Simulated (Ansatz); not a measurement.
# H₆OSi₂Zn: one species, many methods

Aim: compute H₆OSi₂Zn with functionals from several rungs and with coupled cluster. The yardstick is the atomisation energy at the CCSD(T) limit.

Computed with Ansatz 0.2.0, Gaussian basis. Level: functionals in def2-TZVPP, the program's frozen cores in correlated methods.

Plan: LDA (SPW92), PBE-D4, revPBE-D4, BLYP-D4, r2SCAN-D4, B97M-V, PBE0-D4, B3LYP-D4, r2SCANh-D4, r2SCAN0-D4, HSE06-D4, BHLYP-D4, CAM-B3LYP-D4, LC-ωPBE, ωB97X-V, ωB97M-V, B2PLYP, PBE-QIDH; CCSD(T)/def2-SVP; CCSD(T)/def2-TZVPP; MP2/def2-QZVPP; extrapolation to the limit; RPA on PBE.

**1. The relaxed structure**

An earlier PBE0-D4 in a triple-zeta def2 set relaxation fixed the geometry.

SMILES `O[SiH2][SiH2][ZnH]`, 10 atoms, charge 0, spin multiplicity 1.

Atoms are counted from 1 here; the program's logs count them from 0.

Bond lengths: O1–Si2 1.657 Å, O1–H5 0.957 Å, Si2–Si3 2.345 Å, Si2–H6 1.485 Å, Si2–H7 1.494 Å, Si3–Zn4 2.376 Å, Si3–H8 1.494 Å, Si3–H9 1.496 Å, Zn4–H10 1.557 Å. Angles: Si2–O1–H5 117.6°, O1–Si2–Si3 112.9°, O1–Si2–H6 104.8°, O1–Si2–H7 110.7°, Si3–Si2–H6 111.6°, Si3–Si2–H7 108.2°, H6–Si2–H7 108.5°, Si2–Si3–Zn4 114.1°, Si2–Si3–H8 108.7°, Si2–Si3–H9 106.5°, Zn4–Si3–H8 110.5°, Zn4–Si3–H9 110.0°, H8–Si3–H9 106.7°, Si3–Zn4–H10 178.9°.

Coordinates:

```
O    -1.7946    1.3127    0.3384
Si   -0.3531    1.3061   -0.4784
Si    0.5694   -0.8400   -0.6860
Zn    0.8384   -1.9836    1.3797
H    -1.7775    1.0936    1.2703
H    -0.6643    1.8987   -1.8038
H     0.6473    2.1791    0.2074
H    -0.2810   -1.6392   -1.6188
H     1.8973   -0.6690   -1.3529
H     1.0012   -2.7095    2.7470
```

**2. LDA**

This LDA is Slater exchange with PW92 correlation.

File in.yaml:

```yaml
crystal:
  periodic: [false, false, false]
  atoms:
    - {symbol: O, position_ang: [-1.794630, 1.312657, 0.338425]}
    - {symbol: Si, position_ang: [-0.353084, 1.306082, -0.478441]}
    - {symbol: Si, position_ang: [0.569406, -0.840008, -0.685951]}
    - {symbol: Zn, position_ang: [0.838412, -1.983601, 1.379695]}
    - {symbol: H, position_ang: [-1.777497, 1.093595, 1.270342]}
    - {symbol: H, position_ang: [-0.664341, 1.898750, -1.803760]}
    - {symbol: H, position_ang: [0.647293, 2.179113, 0.207363]}
    - {symbol: H, position_ang: [-0.280970, -1.639208, -1.618787]}
    - {symbol: H, position_ang: [1.897283, -0.668977, -1.352930]}
    - {symbol: H, position_ang: [1.001229, -2.709503, 2.747045]}
basis:
  gaussian: {orbitals: def2-TZVPP}
hamiltonian: {xc: lda}
output: {orbitals: {seedname: orbitals}}
```

The run is started by

```console
$ ansatz run in.yaml --threads 4 --pin off --events-out ev --progress --plain --max-ram 10444MiB
```

The runs that follow: PBE-D4 (GGA); revPBE-D4 (GGA); BLYP-D4 (GGA); r2SCAN-D4 (meta-GGA); B97M-V (meta-GGA); B3LYP-D4 (hybrid); r2SCANh-D4 (hybrid); r2SCAN0-D4 (hybrid); HSE06-D4 (hybrid); BHLYP-D4 (hybrid); CAM-B3LYP-D4 (range-separated); LC-ωPBE (range-separated); ωB97X-V (range-separated); ωB97M-V (range-separated); B2PLYP (double hybrid); PBE-QIDH (double hybrid); CCSD(T) in def2-SVP; CCSD(T) in def2-TZVPP; MP2 in def2-QZVPP; RPA on PBE orbitals.

**Question.** What will the summary of the whole plan be? Wanted: atomisation energy, CCSD(T)/CBS; farthest beyond LDA; mean size of error, GGA; mean size of error, meta-GGA; mean size of error, hybrid; mean size of error, range-separated; mean size of error, double hybrid; gap, smallest and largest; T1 diagnostic.

The runs gave:

| quantity | value |
| --- | --- |
| atomisation energy, CCSD(T)/CBS | 29.138 eV |
| functionals within 0.146 eV (0.5 %) | r2SCAN-D4, B97M-V, r2SCANh-D4, CAM-B3LYP-D4, ωB97M-V |
| farthest beyond LDA | revPBE-D4 (-0.792 eV) |
| mean size of error, GGA | 0.536 eV |
| mean size of error, meta-GGA | 0.090 eV |
| mean size of error, hybrid | 0.376 eV |
| mean size of error, range-separated | 0.124 eV |
| mean size of error, double hybrid | 0.524 eV |
| gap, smallest and largest | 3.94 eV (LDA (SPW92)), 10.13 eV (LC-ωPBE) |
| T1 diagnostic | 0.0144 |
| triples share of the correlation energy | 3.2 % |

What this shows: The LDA atomisation energy is off by 3.501 eV (12 %): it overbinds. PBE-D4 misses by -0.241 eV. Double hybrids carry the basis error of their MP2 part in triple zeta, and no dispersion term here, so their miss is partly the set-up's. The rungs meta-GGA, range-separated miss on average by less than the doubt on the reference (0.146 eV), so they tie. Misses under about 0.146 eV are within the doubt on the reference itself, which lacks core-valence correlation, relativity and higher excitations. Hartree-Fock recovers 73 % of the binding; the rest is correlation. CCSD(T) in def2-SVP is off by -2.406 eV, which most functionals beat. Orbital gaps span 3.9 to 10.1 eV; exact exchange widens them. For Zn the d shell is correlated and the shells below it are frozen.
